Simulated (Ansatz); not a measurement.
# Au in Ansatz: reference runs

Reference runs on Au: the cell as given.

All numbers are computed with Ansatz 0.2.0; they aren't measurements. Logs are shortened: lines on timing, memory, paths and dates and some standing lists are left out, and cuts for length are marked.

### Step 1. The cell of the first run

The cell holds a slab with vacuum, 5 atoms: a = 2.893 Å, b = 2.893 Å, c = 24.448 Å, α = 90.00°, β = 90.00°, γ = 120.00°.

### Step 2. Single point, PBE (the (1 1 1) slab of Au, cut from the database cell, not relaxed)

input.yaml

```yaml
crystal:
  lattice:
    - [2.8927738418, 0.0, 0.0]
    - [-1.4463869209, 2.5052156344, 0.0]
    - [0.0, 0.0, 24.447759805]
  atoms:
    - { symbol: Au, position: [0.6666666667, 0.3333333333, 0.3067765742] }
    - { symbol: Au, position: [0.3333333333, 0.6666666667, 0.4033882871] }
    - { symbol: Au, position: [0.0, 0.0, 0.5] }
    - { symbol: Au, position: [0.6666666667, 0.3333333333, 0.5966117129] }
    - { symbol: Au, position: [0.3333333333, 0.6666666667, 0.6932234258] }
hamiltonian:
  xc: pbe
  pseudopotentials: { kind: paw }
kpoints:
  mp_grid: { grid: [11, 11, 1] }
scf:
  occupations: { method: fermi_dirac, width: 0.05 }
output:
  forces: true
  eigenvalues: true
efield:
  axis: 3
  dipole_correction: true
  ramp_width: 0.04
```

Potentials or basis: Ansatz PAW.

Started as:

```
ansatz run input.yaml --threads 4 --pin off --max-ram 11264MiB --backend cpu --events-out ev --progress --plain --runs-dir out
```

What it wrote:

```text
Warning: RAYON_NUM_THREADS=4 ignored (pool sized by the plan → 4); use --threads N
Engine: ansatz 0.2.0, aarch64-unknown-linux-gnu
Pseudopotentials: kind: paw
Pseudopotential: Au, paw, valence charge 19, recommended cutoff 420 eV (normal), Au.paw.azcp
Functional definition: PBE
  parameter kappa = 0.804
  parameter beta = 0.06672455060314922
  exchange = pbe_x(kappa = kappa, mu = beta*pi^2/3)
  correlation = pbe_c(beta = beta)
Crystal: 5 atoms, lattice volume = 177.173 Å³
Basis set: ecut = 420 eV, 3441 PW (Γ), exchange–correlation on 40×40×360 points (8 copies of the dense FFT grid, shifted against one another)
Bands: 57, of which v1, the nominal top of the filled ones, is band 48 counted from 1 (47 counted from 0)
Symmetry: 6 space group operations
k-points: 16 of 121 (time reversal used)
Non-local potential: Au, projectors of the file, l = 0: 3, l = 1: 2, l = 2: 2, l = 3: 1
PAW form: soft (Blöchl's): semilocal exchange-correlation on the pseudo side does not see the compensation charge
PAW one-centre angular grid: Au, 590 points (default); XC on 64 Gauss nodes
Initial density: superposition of atomic densities (neutral atoms: chi_scale 0, normalization atom), corrected by the library's trained network
Initial wavefunctions: pseudopotential atomic-orbital guess
Functional: x = pbe(κ = 0.804, μ = 0.2195149727645171), c = pbe(β = 0.06672455060314922)
SCF iter   1: F=—  HF=-65745.976750 eV  |F-HF|=—  |Δ(HF+E_count)|=         —  Δρ=3.72e-3  dr2=5.58e-1  ethr=1.77e-3  p=0.000 e·Å  D=8.95e-14 V/Å  ΔV_dip=-0.00 eV  dr2_dipole=4.82e-7  V_vac-E_F(+/−)=4.61/4.61 eV  ⟨swp⟩=8.0  Hψ=3794  notcnv=0  defer=10
efield: sawtooth ramp at fractional position 0.9800 (placed from the atoms, in the widest stretch of the axis that holds none; the zero of the levels goes with the place), width 0.0400; the density the first Hamiltonian is built on has a dipole p = 0.000 e·Å; the dipole correction subtracts the counter field D = 8.95e-14 V/Å, which shifts the + side's vacuum level by -0.00 eV against the − side's; the planar-averaged density in the ramp window peaks in size at 2.2e-5 e/Å³
preconditioner: auto → LDOS  [metal: Δε(μ)=0.069 eV  Ē_g=9.152 eV  σ=0.050 eV  W_gap=0.33  n_scr=18 (ndim 8)  ℏωp=20.7 eV  f_vac=0.479  D(μ)=2.88/eV (n_scr^D=12)  β→1.0]
SCF iter   2: F=—  HF=-65745.956274 eV  |F-HF|=—  |Δ(HF+E_count)|=   2.05e-2  Δρ=2.39e-3  dr2=8.73e-2  ethr=5.87e-4  p=-0.000 e·Å  D=-2.75e-6 V/Å  ΔV_dip=0.00 eV  dr2_dipole=3.10e-8  V_vac-E_F(+/−)=4.92/4.92 eV  ⟨swp⟩=2.4  Hψ=1159  notcnv=0  defer=32
SCF iter   3: F=—  HF=-65745.952785 eV  |F-HF|=—  |Δ(HF+E_count)|=   3.49e-3  Δρ=1.17e-3  dr2=2.17e-2  ethr=9.19e-5  p=-0.000 e·Å  D=-7.20e-7 V/Å  ΔV_dip=0.00 eV  dr2_dipole=2.27e-9  V_vac-E_F(+/−)=4.97/4.97 eV  ⟨swp⟩=2.4  Hψ=1192  notcnv=0  defer=33
SCF iter   4: F=—  HF=-65745.950990 eV  |F-HF|=—  |Δ(HF+E_count)|=   1.80e-3  Δρ=3.45e-4  dr2=4.45e-4  ethr=2.28e-5  p=0.000 e·Å  D=3.56e-6 V/Å  ΔV_dip=-0.00 eV  dr2_dipole=3.57e-10  V_vac-E_F(+/−)=5.05/5.05 eV  ⟨swp⟩=2.1  Hψ=1151  notcnv=0  defer=33
SCF iter   5: F=—  HF=-65745.951022 eV  |F-HF|=—  |Δ(HF+E_count)|=   3.28e-5  Δρ=9.59e-5  dr2=2.86e-5  ethr=4.69e-7  p=0.000 e·Å  D=1.98e-6 V/Å  ΔV_dip=-0.00 eV  dr2_dipole=7.94e-11  V_vac-E_F(+/−)=5.05/5.05 eV  ⟨swp⟩=2.6  Hψ=1499  notcnv=0  defer=33
SCF iter   6: F=—  HF=-65745.951025 eV  |F-HF|=—  |Δ(HF+E_count)|=   2.11e-6  Δρ=4.27e-5  dr2=6.90e-6  ethr=3.01e-8  p=0.000 e·Å  D=1.17e-6 V/Å  ΔV_dip=-0.00 eV  dr2_dipole=3.70e-11  V_vac-E_F(+/−)=5.05/5.05 eV  ⟨swp⟩=2.8  Hψ=1646  notcnv=0  defer=33
SCF iter   7: F=—  HF=-65745.951024 eV  |F-HF|=—  |Δ(HF+E_count)|=   5.31e-7  Δρ=9.98e-6  dr2=2.25e-7  ethr=7.27e-9  p=0.000 e·Å  D=6.32e-7 V/Å  ΔV_dip=-0.00 eV  dr2_dipole=1.64e-11  V_vac-E_F(+/−)=5.05/5.05 eV  ⟨swp⟩=2.0  Hψ=1360  notcnv=0  defer=33
SCF iter   8: F=-65745.951024 eV  HF=-65745.951024 eV  |F-HF|=7.17e-9  |Δ(HF+E_count)|=   3.76e-7  Δρ=4.04e-6  dr2=4.36e-8  ethr=1.05e-10  p=0.000 e·Å  D=2.59e-7 V/Å  ΔV_dip=-0.00 eV  dr2_dipole=3.21e-12  V_vac-E_F(+/−)=5.05/5.05 eV  ⟨swp⟩=15.1  Hψ=4553  notcnv=0
SCF 1 converged in 8 iterations: F = -65745.951024 eV  dr2 = 4.36e-8
SCF converged after 8 iterations
Free energy (F): -65745.951024 eV
Harris-Foulkes:  -65745.951024 eV  (|F-HF|=7.17e-9)
Internal energy: -65745.929110 eV  (E = F + TS)
E sigma→0 (E₀):  -65745.940067 eV
Entropy (-TS):   -0.021915 eV (-4.383 meV/atom)
Fermi energy:    7.316758 eV
Dipole field:    D = -0.000002 V/Å  (p = -0.000002 e·Å, saw-weighted, corrected)
Work function:   Φ+ = 5.0474 eV   Φ− = 5.0474 eV
Levels:          The Fermi level and band energies are counted from a zero that moves with the ramp; work functions are not
--- Per-component energies (eV) ---
  E_band       = -2287.801959
  E_kinetic    = 3023.535750
  E_local      = -134606.364823  (includes V_loc(G=0)·N_el)
  E_nonlocal   = 371.702674
  E_hartree    = 66053.178246
  E_xc         = -1138.798404
  E_vxc        = -1374.353830  (∫ρ·V_xc dr)
  E_paw        = -48534.108202  (= ΣΔE_a)
  E_vpaw       = -1808.724887  (= ΣTr[D̂ρ^β])
  E_aug_tail   = 0.007354  (compensation charges beyond the density's cutoff)
  E_efield     = 0.000000  (sawtooth field / dipole correction)
  E_vefield    = 0.000000  (∫n·V_field dr)
  E_ewald      = 49084.918295
  E_smearing   = -0.021915  (= −TS)
  E_closure    = 0.000000  (closes the sum)
  Σ components = -65745.951024   (vs F -65745.951024, Δ=0.00e0)
--- Forces (eV/Å), atoms counted from 1 ---
  atom   1  Au    -0.00000000    -0.00000000    -0.38355978
  atom   2  Au     0.00000000    -0.00000000     0.08016181
  atom   3  Au    -0.00000000    -0.00000000    -0.00000002
  atom   4  Au     0.00000000     0.00000000    -0.08016185
  atom   5  Au     0.00000000     0.00000000     0.38356043
  max |Σ_I F_I| component: 5.83e-7 eV/Å
--- Band table (eV; the first three rows and the last of 16) ---
  k-point 0: bands = ["-98.2477", "-98.1622", "-98.1620", "-97.7940", "-97.7940", "-49.7612", "-49.6433", "-49.6267", "-49.6267", "-49.5947", "-49.5378", "-49.5378", "-49.5362", "-49.5362", "-49.1954", "-49.1954", "-49.1954", "-49.1954", "-49.1822", "-49.1821", "-2.2848", "-1.4103", "-0.4491", "0.1079", "0.1504", "2.4686", "2.5779", "2.5897", "2.5897", "2.6667", "2.6667", "2.7974", "2.7974", "2.9429", "3.1431", "3.1431", "3.1658", "3.1658", "4.0205", "4.0632", "4.0632", "4.2178", "4.2178", "4.5591", "4.5591", "5.0337", "5.0337", "5.2495", "5.2495", "6.2839", "7.2410", "11.5809", "12.2564", "12.5438", "13.9438", "14.4996", "16.7155"]
  k-point 1: bands = ["-98.2470", "-98.1616", "-98.1614", "-97.7934", "-97.7934", "-49.7576", "-49.6522", "-49.6302", "-49.6290", "-49.5964", "-49.5499", "-49.5492", "-49.5411", "-49.5394", "-49.2083", "-49.2083", "-49.1987", "-49.1987", "-49.1810", "-49.1808", "-2.0335", "-1.1663", "-0.2073", "0.3256", "0.3842", "2.3154", "2.3749", "2.4768", "2.7173", "2.7415", "2.7449", "2.7806", "2.8868", "2.9562", "3.0705", "3.1480", "3.2683", "3.3173", "3.5316", "3.9361", "3.9558", "4.2412", "4.2687", "4.5588", "4.6117", "4.7713", "5.0357", "5.2607", "5.2963", "6.8034", "7.9705", "11.7010", "12.4492", "12.7165", "14.1436", "14.6617", "16.8848"]
  k-point 2: bands = ["-98.2454", "-98.1599", "-98.1598", "-97.7918", "-97.7917", "-49.7480", "-49.6846", "-49.6395", "-49.6271", "-49.6044", "-49.5855", "-49.5767", "-49.5501", "-49.5479", "-49.2427", "-49.2427", "-49.2075", "-49.2075", "-49.1777", "-49.1776", "-1.3354", "-0.5174", "0.3930", "0.8479", "0.9629", "1.8873", "2.1678", "2.2291", "2.3957", "2.6822", "2.8527", "2.9627", "2.9856", "3.0456", "3.1910", "3.2600", "3.3899", "3.4933", "3.6595", "3.7275", "3.9823", "3.9905", "4.2746", "4.2863", "4.5623", "4.8699", "5.0350", "5.2870", "5.9652", "7.6726", "9.3918", "12.0848", "13.0261", "13.2680", "14.7385", "15.1458", "17.3456"]
  k-point 15: bands = ["-98.2389", "-98.1536", "-98.1536", "-97.7854", "-97.7854", "-49.7645", "-49.7331", "-49.7212", "-49.6677", "-49.6533", "-49.6361", "-49.6234", "-49.6117", "-49.6085", "-49.3228", "-49.3228", "-49.2925", "-49.2925", "-49.1656", "-49.1656", "1.0849", "1.1884", "1.4263", "1.6102", "1.6363", "1.8777", "1.9354", "2.0244", "2.2016", "2.5372", "2.7496", "2.8375", "3.1792", "3.2330", "3.5775", "3.6072", "3.6683", "3.9320", "4.1983", "4.3215", "4.8685", "4.9339", "5.0482", "5.2031", "5.2031", "9.4818", "9.5302", "10.2330", "10.3859", "10.8958", "11.2584", "12.2166", "12.4217", "13.0740", "13.3402", "14.4147", "14.6634"]
```

Wall time 3.8 s (4 threads of Arm Neoverse V2, shared host); peak memory 0.52 GiB.

What came out:

```
Free energy                     : -65745.9510 eV
Largest force                   : 0.384 eV/Å
Band gap on the k mesh          : none (metal or under the smearing width)
Work function of the upper face : 5.05 eV
Work function of the lower face : 5.05 eV
Dipole across the slab          : 0.000 e·Å
```

Forces on the atoms (eV/Å):
```
Au   0.000  0.000 -0.384
Au   0.000  0.000  0.080
Au   0.000  0.000  0.000
Au   0.000  0.000 -0.080
Au   0.000  0.000  0.384
```

The run has no spin-orbit coupling, so splittings on Au are missing.
